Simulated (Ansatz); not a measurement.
# Iron, hcp under LDA: structure, energy and stiffness

Aim: take iron in the hcp structure, relax it, solve it on a dense k-mesh, switch on spin-orbit coupling, then scale the cell to 7 volumes from 88 to 112 % of the relaxed one and try a fit of the equation of state. The k-meshes are 14×14×8 for the relaxation; 24×24×14 for the dense run; 15×15×8 for spin-orbit coupling; 17×17×9 for the volumes.

This is Fe in the hcp structure; at room conditions it is bcc.

Program: Ansatz 0.2.0. Level of theory: DFT LDA (PW92), plane waves (420 eV) with PAW, scalar-relativistic; PBE-made PAW files. These are calculated values, not measurements.

## 1. Starting point

Symmetry: P6_3/mmc, No. 194, hexagonal system. Conventional cell: a = 2.554 Å, b = 2.554 Å, c = 4.170 Å, α = 90.00°, β = 90.00°, γ = 120.00°. Fe (site symmetry -6m2) has 12 Fe at 2.55 Å as nearest neighbours.

As a file:

```cif
data_structure
_symmetry_space_group_name_H-M 'P6_3/mmc'
_symmetry_Int_Tables_number 194
_cell_length_a 2.5538
_cell_length_b 2.5538
_cell_length_c 4.1703
_cell_angle_alpha 90.000
_cell_angle_beta 90.000
_cell_angle_gamma 120.000
_cell_volume 23.55
loop_
_atom_site_label
_atom_site_type_symbol
_atom_site_symmetry_multiplicity
_atom_site_Wyckoff_symbol
_atom_site_fract_x
_atom_site_fract_y
_atom_site_fract_z
_atom_site_occupancy
Fe1 Fe 2 c 0.33333 0.66667 0.25000 1
```

## 2. Relaxation of the cell

The input, input.yaml:

```yaml
crystal:
  lattice:
    - [2.5537576109, 0.0, 0.0]
    - [-1.2768788055, 2.2116189662, 0.0]
    - [0.0, 0.0, 4.1702861787]
  atoms:
    - { symbol: Fe, position: [0.3333333333, 0.6666666667, 0.25] }
    - { symbol: Fe, position: [0.6666666667, 0.3333333333, 0.75] }
hamiltonian:
  xc: lda
  pseudopotentials:
    kind: paw
    azcp:
      Fe: "pseudopotentials/Fe.paw.azcp"
basis:
  ecutwfc: 420
  fft_grid_basis: typed
kpoints:
  mp_grid: { grid: [14, 14, 8], shift: [0, 0, 0] }
magnetization:
  spin_polarized: false
scf:
  occupations: { method: fermi_dirac, width: 0.1 }
relax:
  max_steps: 60
  f_tol: 0.01
  cell: {}
```

After this run come: Dense single point; Spin-orbit coupling switched on; The cell scaled to 88 % of its volume; The cell scaled to 92 % of its volume; The cell scaled to 96 % of its volume; The cell scaled to 100 % of its volume; The cell scaled to 104 % of its volume; The cell scaled to 108 % of its volume; The cell scaled to 112 % of its volume.

What does the calculation give? Wanted: space group; conventional cell; volume; shortest distance; gap on the mesh; relative to bcc, ferromagnetic; V₀, B₀, B₀′.

The runs gave:

| quantity | value |
| --- | --- |
| space group (spins left aside) | P6_3/mmc (No. 194) |
| conventional cell | a = 2.408 Å, c = 3.806 Å (c/a = 1.580) |
| volume | 9.556 Å³/atom |
| shortest distance | 2.357 Å |
| gap on the mesh | none (levels filled in part) |
| relative to bcc, ferromagnetic | -160 meV/atom |
| V₀, B₀, B₀′ | 9.542 Å³/atom, 350 GPa, 4.5 |

The relaxation shrank the cell by 18.9 % in volume. It lies 160 meV/atom below the element's reference form at the same level (bcc, ferromagnetic, from a run of its own), so this level prefers it, against what is seen in nature. Levels at the Fermi energy are filled in part, as in a metal. The total energy of the spin-orbit run lies -0.19 eV/atom from the scalar one, but the two kinds of run don't share a zero of energy: only differences within one kind count. B₀ comes out at 350 GPa, among the stiffest elements; letting shape and positions relax at each volume could only lower it. The symmetry was held, so the structure may be unstable against distortions that break it.
